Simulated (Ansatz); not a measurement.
Eu2H4 in a box, plane waves

Ansatz 0.2.0, DFT PBE, scalar-relativistic, plane waves, PAW, molecule in a box. The geometry was relaxed with Gaussian bases (PBE0; Eu lcecp-0-SVP with ECP53, H def2-SVP).

```yaml
crystal:
  lattice:
    - [11.81, 0.0, 0.0]
    - [0.0, 10.4, 0.0]
    - [0.0, 0.0, 16.08]
  atoms:
    - { symbol: Eu, position: [0.50010754, 0.56739808, 0.60866107], spin: 7.0 }
    - { symbol: Eu, position: [0.50010754, 0.43269231, 0.39151057], spin: 7.0 }
    - { symbol: H, position: [0.6191812, 0.50004519, 0.50008582] }
    - { symbol: H, position: [0.38103302, 0.50004519, 0.50008582] }
    - { symbol: H, position: [0.50010754, 0.44788173, 0.72032152] }
    - { symbol: H, position: [0.50010754, 0.55220865, 0.27985075] }
basis:
  ecutwfc: 420
  ecutrho_ratio: 4
kpoints:
  mp_grid: { grid: [1, 1, 1] }
hamiltonian:
  xc: pbe
scf:
  occupations: { method: gaussian, width: 0.01 }
output:
  forces: true
  eigenvalues: true
  populations: true
  hubbard: { sites: [{ species: Eu, l: f }] }
magnetization:
  spin_polarized: true
```

Command:
```sh
ansatz run input.yaml --threads 2 --pin off --max-ram 5120MiB --backend cpu --events-out ev --progress --plain --runs-dir out
```
It took 16 s on 2 threads of Arm Neoverse V2, with other jobs on the host, peak memory 1.3 GiB.

**Question.** How does the SCF go?

**Answer.** 
```
SCF iter   1: F=—  HF=-17594.676256 eV  |F-HF|=—  |Δ(HF+E_count)|=         —  Δρ=1.58e-2 (↑1.58e-2 ↓9.98e-3)
Mixer restart at iter 1: flushing history
preconditioner: auto → Resta (q_TF=auto, 1.412 Å⁻¹)  ε∞=1.7  [insulator: Δε(μ)=0.017 eV  Ē_g=4.852 eV  σ=0.010 eV  W_gap=0.77  n_s
spin=Collinear: Resta preconditioning applied to the charge; magnetization (m = ρ↑ − ρ↓) channel mixes plain (no charge-response k
SCF iter   2: F=—  HF=-17592.692918 eV  |F-HF|=—  |Δ(HF+E_count)|=    1.98e0  Δρ=8.63e-3 (↑8.63e-3 ↓6.09e-3)
...
SCF iter  11: F=—  HF=-17594.209578 eV  |F-HF|=—  |Δ(HF+E_count)|=   1.14e-3  Δρ=1.28e-5 (↑1.28e-5 ↓2.94e-6)
SCF iter  12: F=—  HF=-17594.209580 eV  |F-HF|=—  |Δ(HF+E_count)|=   2.10e-6  Δρ=7.44e-6 (↑7.44e-6 ↓1.59e-6)
SCF iter  13: F=—  HF=-17594.209581 eV  |F-HF|=—  |Δ(HF+E_count)|=   1.03e-6  Δρ=2.70e-6 (↑2.70e-6 ↓7.12e-7)
SCF iter  14: F=—  HF=-17594.209581 eV  |F-HF|=—  |Δ(HF+E_count)|=   1.46e-7  Δρ=1.03e-6 (↑1.03e-6 ↓2.80e-7)
SCF iter  15: F=-17594.209581 eV  HF=-17594.209581 eV  |F-HF|=1.31e-10  |Δ(HF+E_count)|=   1.69e-8  Δρ=1.90e-7 (↑1.90e-7 ↓8.43e-8)
```

**Question.** Which levels lie next to the highest filled one (eV, counted from it)?

**Answer.** Filled: -0.11, -0.09, -0.08, -0.08, -0.06, -0.03, -0.02, -0.01, -0.01, 0.00. Empty: 0.87, 1.06, 1.31, 1.41, 1.44, 1.60, 1.74, 1.81.

**Question.** How is the f shell of Eu1 filled?

**Answer.** Natural occupations, full = 1; up: 0.98, 1.00, 1.00, 1.00, 1.00, 1.00, 1.00; down: 0.00, 0.00, 0.00, 0.00, 0.00, 0.01, 0.01; in all 6.98 e.

**Question.** How is the f shell of Eu2 filled?

**Answer.** Natural occupations, full = 1; up: 0.98, 1.00, 1.00, 1.00, 1.00, 1.00, 1.00; down: 0.00, 0.00, 0.00, 0.00, 0.00, 0.01, 0.01; in all 6.98 e.

**Question.** What forces are left at this geometry, relaxed with Gaussian bases (eV/Å)?

**Answer.** 
```
Eu   0.00 -0.29 -0.19
Eu   0.00  0.29  0.19
H   -0.18  0.00  0.00
H    0.18  0.00  0.00
H    0.00  0.13 -0.29
H    0.00 -0.13  0.29
```

The open shells may stand above their lowest state.

The forces come from the other functional as well as from the basis.

An lcecp potential fixes the number of 4f electrons, so in runs with it no electron can move into or out of that shell.
